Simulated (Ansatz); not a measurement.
# TaTlO2: the cost of one run

Method: DFT PBE+U (U_eff = 1 eV on Ta d, around-mean-field double counting), plane waves, PAW, no spin–orbit coupling unless a run says so, in Ansatz 0.2.0.

1 further run of the same task is left out (it didn't finish). Runs told in other sessions of the task aren't counted.

**1. Starting point**

The structure is trigonal, space group R-3m (No. 166). The conventional cell has a = 3.267 Å, b = 3.267 Å, c = 17.788 Å, α = 90.00°, β = 90.00°, γ = 120.00°. Tl (site symmetry -3m) has 6 O at 2.59 Å in its first shell of neighbours. Ta (site symmetry -3m) has 6 O at 2.23 Å in its first shell of neighbours. Around O (site symmetry 3m) lie 3 Ta at 2.23 Å and 3 Tl at 2.59 Å.

As a file:

```cif
data_structure
_symmetry_space_group_name_H-M 'R-3m:H'
_symmetry_Int_Tables_number 166
_cell_length_a 3.2665
_cell_length_b 3.2665
_cell_length_c 17.7882
_cell_angle_alpha 90.000
_cell_angle_beta 90.000
_cell_angle_gamma 120.000
_cell_volume 164.38
loop_
_atom_site_label
_atom_site_type_symbol
_atom_site_symmetry_multiplicity
_atom_site_Wyckoff_symbol
_atom_site_fract_x
_atom_site_fract_y
_atom_site_fract_z
_atom_site_occupancy
Tl1 Tl 3 b 0.66667 0.33333 0.83333 1
Ta1 Ta 3 a 0.00000 0.00000 0.00000 1
O1 O 6 c 0.33333 0.66667 0.93337 1
```

Magnetic order typed: ferromagnetic.

An earlier series on this cell reached its lowest free state from «random orbitals: single harmonics, first filling», perhaps among other starts.

**2. From atoms, default search**

input.yaml reads:

```yaml
crystal:
  lattice:
    - [1.63327263, 0.94297039, 5.92940291]
    - [-1.63327263, 0.94297039, 5.92940291]
    - [0.0, -1.88594079, 5.92940291]
  atoms:
    - { symbol: Tl, position: [0.5, 0.5, 0.5] }
    - { symbol: Ta, position: [0.0, 0.0, 0.0], spin: 2.0, spin_axis: [0.0, 0.0, 1.0] }
    - { symbol: O, position: [0.2667, 0.2667, 0.2667] }
    - { symbol: O, position: [0.7333, 0.7333, 0.7333] }
basis:
  ecutwfc: 420
  ecutrho_ratio: 4
kpoints:
  mp_grid: { grid: [7, 7, 7] }
hamiltonian:
  xc: pbe
  hubbard: { sites: [{ site: 1, l: d, u_eff: 1.0 }], double_counting: amf }
scf:
  occupations: { method: gaussian, width: 0.05 }
output:
  forces: true
  stress: true
  eigenvalues: true
  populations: true
  hubbard: { sites: [{ site: 1, l: d }] }
  write_density: true
  write_potential: true
  elf: true
  volumetric_format: npy
magnetization:
  noncollinear: true
  spin_orbit: true
```

This run includes spin–orbit coupling.

On the command line:

```bash
$ ansatz run input.yaml --threads 4 --pin off --max-ram 6144MiB --backend cpu --events-out ev --progress --plain --runs-dir out
```

Q: Estimate wall time and peak memory on 4 threads of Arm Neoverse V1, shared host.

About 35 s, with a peak of 0.85 GiB.
